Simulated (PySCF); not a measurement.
The system is S2SiH2, in a box.

```xyz
5
Lattice="13.0000 0.0000 0.0000 0.0000 12.0000 0.0000 0.0000 0.0000 11.0000" Properties=species:S:1:pos:R:3 pbc="T T T"
S     5.9126    4.9597    5.0383
Si    5.8981    6.9524    5.8173
S     7.9798    7.1008    6.3136
H     4.5986    4.9412    4.7544
H     8.4274    5.8895    5.9324
```

Base run:

- Program: PySCF 2.14.0
- Functional: PBE
- Potentials or basis: cc-pvdz (all-electron)
- k mesh: 1 × 1 × 1
- Occupations: fixed
- Spin: no spin polarisation

Its results: gap between the frontier levels 3.17 eV.

Problem. The run is repeated on the same cell with these changes: functional from PBE to SCAN0. What comes out?

Solution. Gap between the frontier levels 5.14 eV.

SCAN0 gives the wider gap, since exact exchange removes part of the self-interaction.

Caveats: this is a molecule in a periodic box at the Γ point, so its band gap is the HOMO-LUMO gap; the basis of atomic orbitals isn't converged, which shifts pressures, moduli and gaps.

